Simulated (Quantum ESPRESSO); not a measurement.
# Zr in Quantum ESPRESSO: further runs

The runs below take Zr through work function, with PBE.

Program: Quantum ESPRESSO 7.5. These are calculated values, not measurements. Logs are shortened: lines on timing, memory, paths and dates and some standing lists are left out, and cuts for length are marked.

**1. The structure**

The cell holds a slab with vacuum, 5 atoms: a = 3.232 Å, b = 3.232 Å, c = 25.294 Å, α = 90.00°, β = 90.00°, γ = 120.00°.

**2. Work function, PBE**

pw.in

```
&CONTROL
  calculation = 'scf'
  prefix = 'pwscf'
  outdir = './tmp'
  pseudo_dir = './pseudo'
  tprnfor = .true.
  disk_io = 'low'
/
&SYSTEM
  ibrav = 0
  celldm(1) = 8
  nat = 5
  ntyp = 1
  ecutwfc = 66
  nbnd = 40
  occupations = 'smearing'
  smearing = 'fd'
  degauss = 0.01469973
/
&ELECTRONS
  conv_thr = 5d-09
  electron_maxstep = 150
  mixing_beta = 0.3
  mixing_mode = 'local-TF'
/
ATOMIC_SPECIES
Zr    91.2240 Zr.upf
CELL_PARAMETERS alat
  0.7634489344666   0.0000000000000   0.0000000000000
 -0.3817244672538   0.6611661717384   0.0000000000000
  0.0000000000000   0.0000000000000   5.9748415745355
ATOMIC_POSITIONS crystal
Zr     0.3333333333    0.6666666666    0.2965130070
Zr     0.6666666667    0.3333333334    0.3982565035
Zr     0.3333333333    0.6666666666    0.5000000000
Zr     0.6666666667    0.3333333334    0.6017434965
Zr     0.3333333333    0.6666666666    0.7034869930
K_POINTS automatic
9 9 1 0 0 0
```

pp_density.in

```
&INPUTPP
  prefix = 'pwscf'
  outdir = './tmp'
  filplot = 'density.dat'
  plot_num = 0
/
&PLOT
  nfile = 1
  filepp(1) = 'density.dat'
  iflag = 3
  output_format = 6
  fileout = 'density.cube'
/
```

pp_potential.in

```
&INPUTPP
  prefix = 'pwscf'
  outdir = './tmp'
  filplot = 'potential.dat'
  plot_num = 11
/
&PLOT
  nfile = 1
  filepp(1) = 'potential.dat'
  iflag = 3
  output_format = 6
  fileout = 'potential.cube'
/
```

pp_elf.in

```
&INPUTPP
  prefix = 'pwscf'
  outdir = './tmp'
  filplot = 'elf.dat'
  plot_num = 8
/
&PLOT
  nfile = 1
  filepp(1) = 'elf.dat'
  iflag = 3
  output_format = 6
  fileout = 'elf.cube'
/
```

Potentials or basis: PseudoDojo 0.4.1 SR PBE standard.

The run is started by

```
> OMP_NUM_THREADS=1 mpirun -n 2 pw.x -nk 2 -in pw.in > pw.out
> OMP_NUM_THREADS=1 mpirun -n 1 pp.x -in pp_density.in > pp_density.out
> OMP_NUM_THREADS=1 mpirun -n 1 pp.x -in pp_potential.in > pp_potential.out
> OMP_NUM_THREADS=1 mpirun -n 1 pp.x -in pp_elf.in > pp_elf.out
```

pw.out:

```text
This program is part of the open-source Quantum ESPRESSO suite
     for quantum simulation of materials; please cite
[... 6 lines left out ...]
     using ibrav=0 with symmetry is DISCOURAGED, use correct ibrav instead

     K-points division:     npool     =       2
     Subspace diagonalization in iterative solution of the eigenvalue problem:
     a serial algorithm will be used

     G-vector sticks info
     --------------------
     sticks:   dense  smooth     PW     G-vecs:    dense   smooth      PW
     Sum         673     673    199               111907   111907   17937

     Using Slab Decomposition

     bravais-lattice index     =            0
     lattice parameter (alat)  =       8.0000  a.u.
     unit-cell volume          =    1544.1411 (a.u.)^3
     number of atoms/cell      =            5
     number of atomic types    =            1
     number of electrons       =        60.00
     number of Kohn-Sham states=           40
     kinetic-energy cutoff     =      66.0000  Ry
     charge density cutoff     =     264.0000  Ry
     scf convergence threshold =      5.0E-09
     mixing beta               =       0.3000
     number of iterations used =            8  local-TF  mixing
     Exchange-correlation= PBE
                           (   1   4   3   4   0   0   0)

     celldm(1)=   8.000000  celldm(2)=   0.000000  celldm(3)=   0.000000
     celldm(4)=   0.000000  celldm(5)=   0.000000  celldm(6)=   0.000000

     crystal axes: (cart. coord. in units of alat)
               a(1) = (   0.763449   0.000000   0.000000 )
               a(2) = (  -0.381724   0.661166   0.000000 )
               a(3) = (   0.000000   0.000000   5.974842 )

     reciprocal axes: (cart. coord. in units 2 pi/alat)
               b(1) = (  1.309845  0.756240 -0.000000 )
               b(2) = (  0.000000  1.512479  0.000000 )
               b(3) = (  0.000000 -0.000000  0.167368 )

     PseudoPot. # 1 for Zr read from file:
     Zr.upf
     Pseudo is Norm-conserving + core correction, Zval = 12.0
     Generated using ONCVPSP code by D. R. Hamann
     Using radial grid of 1622 points,  6 beta functions with:
                l(1) =   0
                l(2) =   0
                l(3) =   1
                l(4) =   1
                l(5) =   2
                l(6) =   2

     atomic species   valence    mass     pseudopotential
     Zr               12.00    91.22400     Zr( 1.00)

     12 Sym. Ops. (no inversion) found

   Cartesian axes

     site n.     atom                  positions (alat units)
         1        Zr     tau(   1) = (  -0.0000000   0.4407774   1.7716182  )
         2        Zr     tau(   2) = (   0.3817245   0.2203887   2.3795195  )
         3        Zr     tau(   3) = (  -0.0000000   0.4407774   2.9874208  )
         4        Zr     tau(   4) = (   0.3817245   0.2203887   3.5953221  )
         5        Zr     tau(   5) = (  -0.0000000   0.4407774   4.2032233  )

     number of k points=    12  Fermi-Dirac smearing, width (Ry)=  0.0147
                       cart. coord. in units 2pi/alat
        k(    1) = (   0.0000000   0.0000000   0.0000000), wk =   0.0246914
        k(    2) = (   0.0000000   0.1680532   0.0000000), wk =   0.1481481
        k(    3) = (   0.0000000   0.3361065   0.0000000), wk =   0.1481481
        k(    4) = (   0.0000000   0.5041597   0.0000000), wk =   0.1481481
        k(    5) = (   0.0000000   0.6722129   0.0000000), wk =   0.1481481
        k(    6) = (   0.1455384   0.2520798   0.0000000), wk =   0.1481481
        k(    7) = (   0.1455384   0.4201331   0.0000000), wk =   0.2962963
        k(    8) = (   0.1455384   0.5881863   0.0000000), wk =   0.2962963
        k(    9) = (   0.1455384   0.7562395   0.0000000), wk =   0.1481481
        k(   10) = (   0.2910767   0.5041597   0.0000000), wk =   0.1481481
        k(   11) = (   0.2910767   0.6722129   0.0000000), wk =   0.2962963
        k(   12) = (   0.4366151   0.7562395   0.0000000), wk =   0.0493827

     Dense  grid:   111907 G-vectors     FFT dimensions: (  32,  32, 250)

     Initial potential from superposition of free atoms

     starting charge      59.9882, renormalised to      60.0000

     negative rho (up, down):  3.049E-05 0.000E+00
     Starting wfcs are   50 randomized atomic wfcs

     Self-consistent Calculation

     iteration #  1     ecut=    66.00 Ry     beta= 0.30
     Davidson diagonalization with overlap
     ethr =  1.00E-02,  avg # of iterations =  2.7

     total energy              =    -506.16813171 Ry
     estimated scf accuracy    <       4.88883680 Ry

     iteration #  2     ecut=    66.00 Ry     beta= 0.30
     Davidson diagonalization with overlap
     ethr =  8.15E-03,  avg # of iterations =  1.0

     total energy              =    -506.08304498 Ry
     estimated scf accuracy    <       1.84872615 Ry

     iteration #  3     ecut=    66.00 Ry     beta= 0.30
     Davidson diagonalization with overlap
     ethr =  3.08E-03,  avg # of iterations =  1.2

     total energy              =    -506.10214411 Ry
     estimated scf accuracy    <       0.18018315 Ry

     iteration #  4     ecut=    66.00 Ry     beta= 0.30
     Davidson diagonalization with overlap
     ethr =  3.00E-04,  avg # of iterations =  4.6

     total energy              =    -506.10001048 Ry
     estimated scf accuracy    <       0.40529378 Ry

     iteration #  5     ecut=    66.00 Ry     beta= 0.30
     Davidson diagonalization with overlap
     ethr =  3.00E-04,  avg # of iterations =  2.3

     total energy              =    -506.11063864 Ry
     estimated scf accuracy    <       0.01987229 Ry

     iteration #  6     ecut=    66.00 Ry     beta= 0.30
     Davidson diagonalization with overlap
     ethr =  3.31E-05,  avg # of iterations =  7.4

     total energy              =    -506.11245035 Ry
     estimated scf accuracy    <       0.08790378 Ry

     iteration #  7     ecut=    66.00 Ry     beta= 0.30
     Davidson diagonalization with overlap
     ethr =  3.31E-05,  avg # of iterations =  1.2
[... 114 lines left out ...]
     total energy              =    -506.10719072 Ry
     estimated scf accuracy    <       0.00000010 Ry

     iteration # 21     ecut=    66.00 Ry     beta= 0.30
     Davidson diagonalization with overlap
     ethr =  1.62E-10,  avg # of iterations =  2.7

     total energy              =    -506.10719079 Ry
     estimated scf accuracy    <       0.00000006 Ry

     iteration # 22     ecut=    66.00 Ry     beta= 0.30
     Davidson diagonalization with overlap
     ethr =  9.61E-11,  avg # of iterations =  2.6

     total energy              =    -506.10719098 Ry
     estimated scf accuracy    <       0.00000002 Ry

     iteration # 23     ecut=    66.00 Ry     beta= 0.30
     Davidson diagonalization with overlap
     ethr =  2.69E-11,  avg # of iterations =  3.2

     negative rho (up, down):  3.695E-07 0.000E+00

     total energy              =    -506.10719100 Ry
     estimated scf accuracy    <          8.0E-09 Ry

     iteration # 24     ecut=    66.00 Ry     beta= 0.30
     Davidson diagonalization with overlap
     ethr =  1.33E-11,  avg # of iterations =  3.2

     End of self-consistent calculation

          k = 0.0000 0.0000 0.0000 ( 13917 PWs)   bands (ev):

   -43.7630 -43.7629 -43.4685 -43.4229 -43.3576 -22.0545 -21.9924 -21.7203
   -21.3973 -21.3973 -21.3972 -21.3972 -21.3908 -21.1391 -21.1391 -21.1080
   -21.0984 -21.0984 -21.0374 -21.0374  -0.0930   0.5539   1.3559   2.0003
     2.2626   5.1716   5.1765   5.7030   5.7317   6.0533   6.0533   6.0796
     6.0796   6.1674   6.1804   6.1804   6.2484   6.3748   6.3748   6.7099

          k = 0.0000 0.1681 0.0000 ( 13907 PWs)   bands (ev):

   -43.7530 -43.7529 -43.4562 -43.4136 -43.3509 -22.0263 -21.9751 -21.7190
   -21.4994 -21.4769 -21.4168 -21.4167 -21.3863 -21.2125 -21.1900 -21.1627
   -21.1163 -21.1062 -21.0949 -21.0504   0.2409   0.8740   1.6727   2.3301
     2.5819   4.9630   5.1133   5.3074   5.6023   5.6050   5.6939   5.8393
     5.9442   6.3087   6.3238   6.3479   6.4437   6.4829   6.6144   6.6211

          k = 0.0000 0.3361 0.0000 ( 13984 PWs)   bands (ev):

   -43.7274 -43.7274 -43.4240 -43.3898 -43.3345 -21.9568 -21.9362 -21.7537
   -21.7017 -21.6470 -21.4864 -21.4658 -21.4655 -21.3808 -21.3445 -21.2239
   -21.2200 -21.1613 -21.1219 -21.0851   1.1129   1.6664   2.3952   3.0574
     3.2529   4.3746   4.5359   4.8370   4.8656   5.1163   5.2472   5.6887
     5.7285   6.1656   6.2364   6.6443   6.7859   7.0174   7.1113   7.3420

          k = 0.0000 0.5042 0.0000 ( 13960 PWs)   bands (ev):

   -43.6982 -43.6982 -43.3850 -43.3626 -43.3180 -21.9513 -21.9501 -21.8858
   -21.8831 -21.7289 -21.6727 -21.5538 -21.5209 -21.5203 -21.4345 -21.2821
   -21.2683 -21.2119 -21.1730 -21.1263   2.0767   2.3514   2.7752   3.1837
     3.2793   3.8923   4.1573   4.3640   4.6009   5.3300   5.3638   5.8056
     5.9873   6.1755   6.3296   6.3752   6.8050   7.5332   7.7961   7.8199

          k = 0.0000 0.6722 0.0000 ( 14010 PWs)   bands (ev):

   -43.6790 -43.6790 -43.3564 -43.3448 -43.3101 -22.0760 -22.0753 -21.9383
   -21.9359 -21.7869 -21.7174 -21.6317 -21.5565 -21.5557 -21.4305 -21.3215
   -21.2816 -21.2446 -21.2275 -21.1538   2.4431   2.4842   2.7980   2.9144
     2.9926   3.5944   4.0674   4.2608   4.4076   5.3995   5.7909   6.0976
     6.4165   6.5543   6.6715   6.8445   6.9100   7.5815   8.5523   8.7572

          k = 0.1455 0.2521 0.0000 ( 13962 PWs)   bands (ev):

   -43.7352 -43.7351 -43.4339 -43.3970 -43.3393 -21.9770 -21.9464 -21.7303
   -21.6341 -21.5992 -21.4683 -21.4586 -21.4337 -21.3217 -21.2962 -21.2398
   -21.1608 -21.1592 -21.1079 -21.0891   0.8528   1.4445   2.2178   2.9040
     3.1299   4.5396   4.7124   4.9487   5.0476   5.1438   5.3173   5.6707
     5.7291   6.1363   6.3323   6.6516   6.7398   6.7747   6.9222   7.0843
[... 19 lines left out ...]
   -43.6739 -43.6739 -43.3480 -43.3400 -43.3087 -22.0686 -22.0686 -21.9292
   -21.9272 -21.7864 -21.6980 -21.6328 -21.6200 -21.6091 -21.4185 -21.3865
   -21.3169 -21.2782 -21.2193 -21.1957   2.6696   2.6938   3.0707   3.1031
     3.2064   3.6721   4.2092   4.3672   4.4079   5.3909   5.6119   5.6994
     6.0215   6.2852   6.6015   6.6526   7.0105   7.4108   8.3295   8.8227

          k = 0.2911 0.5042 0.0000 ( 13968 PWs)   bands (ev):

   -43.6853 -43.6853 -43.3663 -43.3506 -43.3121 -21.9529 -21.9470 -21.8721
   -21.8631 -21.7295 -21.7227 -21.6300 -21.6161 -21.5510 -21.4398 -21.4052
   -21.3220 -21.2683 -21.2135 -21.1807   2.8022   2.9819   3.2463   3.4814
     4.0248   4.1411   4.2652   4.4874   4.5909   4.7069   4.7933   5.3303
     5.5061   5.7143   6.1382   6.2857   6.4412   7.0435   7.7048   7.7325

          k = 0.2911 0.6722 0.0000 ( 14026 PWs)   bands (ev):

   -43.6706 -43.6706 -43.3423 -43.3369 -43.3081 -21.9938 -21.9905 -21.8863
   -21.8707 -21.7764 -21.7445 -21.6979 -21.6593 -21.6039 -21.4754 -21.4693
   -21.3624 -21.3458 -21.2238 -21.2205   3.1828   3.2066   3.5049   3.6240
     3.7699   4.0767   4.2370   4.5048   4.7371   4.9146   5.2713   5.3421
     5.5687   5.7381   5.9189   5.9338   6.8954   7.1865   8.0139   8.5025

          k = 0.4366 0.7562 0.0000 ( 14058 PWs)   bands (ev):

   -43.6655 -43.6655 -43.3322 -43.3321 -43.3085 -21.9138 -21.9024 -21.8806
   -21.8781 -21.8632 -21.8361 -21.6723 -21.6615 -21.6191 -21.5548 -21.4949
   -21.4409 -21.3590 -21.2387 -21.2264   3.3850   3.7730   3.8922   3.9199
     3.9293   4.0935   4.1778   4.5032   4.5084   5.2526   5.3356   5.3908
     5.3954   5.4242   5.5111   5.5787   7.0997   7.2470   8.0143   8.5353

     the Fermi energy is     5.2316 ev

!    total energy              =    -506.10719101 Ry
     estimated scf accuracy    <          3.4E-10 Ry
     smearing contrib. (-TS)   =      -0.07474868 Ry
     internal energy E=F+TS    =    -506.03244233 Ry

     The total energy is F=E-TS. E is the sum of the following terms:
     one-electron contribution =   -2855.03016194 Ry
     hartree contribution      =    1431.78951707 Ry
     xc contribution           =     -99.93001817 Ry
     ewald contribution        =    1017.13822071 Ry

     convergence has been achieved in  24 iterations

     Forces acting on atoms (cartesian axes, Ry/au):

     atom    1 type  1   force =     0.00000000   -0.00000000    0.01180947
     atom    2 type  1   force =     0.00000000   -0.00000000   -0.01891452
     atom    3 type  1   force =     0.00000000    0.00000000    0.00000000
     atom    4 type  1   force =     0.00000000    0.00000000    0.01891452
     atom    5 type  1   force =     0.00000000    0.00000000   -0.01180947

     Total force =     0.031535     Total SCF correction =     0.000081

=------------------------------------------------------------------------------=
   JOB DONE.
=------------------------------------------------------------------------------=
```

Wall time 2 min (2 MPI ranks of Arm Neoverse V2, shared host); peak memory 0.5 GiB.

Results:

```yaml
Free_energy: -6885.9391 eV
Largest_force: 0.486 eV/Å
Band_gap_on_the_k_mesh: none (metal or under the smearing width)
Work_function_of_the_upper_face: 4.18 eV
Work_function_of_the_lower_face: 4.18 eV
```

Forces in eV/Å, atoms in the order of the input:
```
Zr   0.000  0.000  0.304
Zr   0.000  0.000 -0.486
Zr   0.000  0.000  0.000
Zr   0.000  0.000  0.486
Zr   0.000  0.000 -0.304
```

[end of part 1 of 2]
